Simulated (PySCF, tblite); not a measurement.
# C3H6B2F2O: geometry, infrared bands and NMR shifts

What infrared bands and NMR shifts should C3H6B2F2O (`B/C(=C\OC)B(F)F`) show?

The runs use tblite 0.8.0 and PySCF 2.14.0, with density-fitted response routines of our own; the level of theory stands in each step. All values are computed, except where a source is named. Atoms are numbered from 0 throughout.

**1. Starting geometry**

14 atoms, charge 0, multiplicity 1; geometry from: force field or distance geometry start.

Bonds of the start (Å): B0–C1 1.57, C1–C2 1.33, C2–O3 1.41, O3–C4 1.42, C1–B5 1.58, B5–F6 1.44, B5–F7 1.46, B0–H8 1.18, B0–H9 1.19, C2–H10 1.09, C4–H11 1.11, C4–H12 1.11, C4–H13 1.10.

**2. Relaxing the molecule with GFN2-xTB**

Job settings and geometry (Å):

```
{"job": {"kind": "relax", "xc": "GFN2-xTB", "basis": "xTB"}, "charge": 0, "multiplicity": 1}
B      1.322200     1.462900     0.689100
C      1.032100    -0.013100     0.233400
C     -0.171200    -0.417800    -0.147800
O     -1.258000     0.482700    -0.190500
C     -2.551600     0.059700    -0.591400
B      2.227900    -1.040900     0.265800
F      2.032100    -2.411700    -0.136200
F      3.555800    -0.614800     0.697000
H      2.398800     1.795600     1.036100
H      0.445300     2.270800     0.693300
H     -0.348400    -1.444900    -0.456300
H     -3.248800     0.921500    -0.542800
H     -2.517200    -0.304600    -1.636200
H     -2.919700    -0.746000     0.064300
```

Started as:

```console
$ OMP_NUM_THREADS=1 python probes_run.py task.json out
```

This one command runs all jobs of the session in turn.

**Question.** This job is followed by: GFN2-xTB harmonic vibrations, gas phase; GIAO PBE0/pcSseg-1 NMR shielding, non-relativistic, gas phase. What will the session give for the following? strongest single infrared mode (GFN2-xTB); zero-point energy (GFN2-xTB); 13C shifts against TMS (PBE0/pcSseg-1); 1H shifts against TMS (PBE0/pcSseg-1, means over atoms taken as alike); 11B shifts against BF3·OEt2 (PBE0/pcSseg-1); 17O shifts against H2O (PBE0/pcSseg-1); 19F shifts against CFCl3 (PBE0/pcSseg-1, means over atoms taken as alike); surface potential, 1st and 99th percentile.

As calculated:

| quantity | value |
| --- | --- |
| strongest single infrared mode (GFN2-xTB) | 1554 cm⁻¹, 645 km/mol |
| zero-point energy (GFN2-xTB) | 57.9 kcal/mol |
| 13C shifts against TMS (PBE0/pcSseg-1) | 191.6, 114.2, 61.0 ppm |
| 1H shifts against TMS (PBE0/pcSseg-1, means over atoms taken as alike) | 7.86, 7.19, 4.11 ppm |
| 11B shifts against BF3·OEt2 (PBE0/pcSseg-1) | 67.3, 25.9 ppm |
| 17O shifts against H2O (PBE0/pcSseg-1) | 173.2 ppm |
| 19F shifts against CFCl3 (PBE0/pcSseg-1, means over atoms taken as alike) | -96.8 ppm |
| surface potential, 1st and 99th percentile | -1.09 V and 1.49 V |

**Reading.** The optimisation took 45 steps and gained 0.830 eV; among the close pairs (by a distance rule), B5–F7 changed most, from 1.460 to 1.321 Å. No mode is imaginary among the 36: a minimum at this level. The strongest single mode, at 1554 cm⁻¹, moves mainly C2 and C1. Unscaled tight-binding wavenumbers are off by several per cent, some by more. Its intensities can rank the bands wrongly. The most deshielded carbon is C2 (alkene carbon bearing oxygen), at 191.6 ppm: an sp2 carbon further deshielded by the attached heteroatom. The most deshielded hydrogen is H10 (hydrogen on an alkene carbon bearing oxygen), at 7.86 ppm: olefinic region. At PBE0/pcSseg-1: Shielding is most anisotropic at O3 (span 315 ppm, paramagnetic term -235 ppm). By nearest atom (PBE0/pcSseg-1), the HOMO sits on C1 42 %; O3 22 % and the LUMO on C2 29 %; B0 28 %.
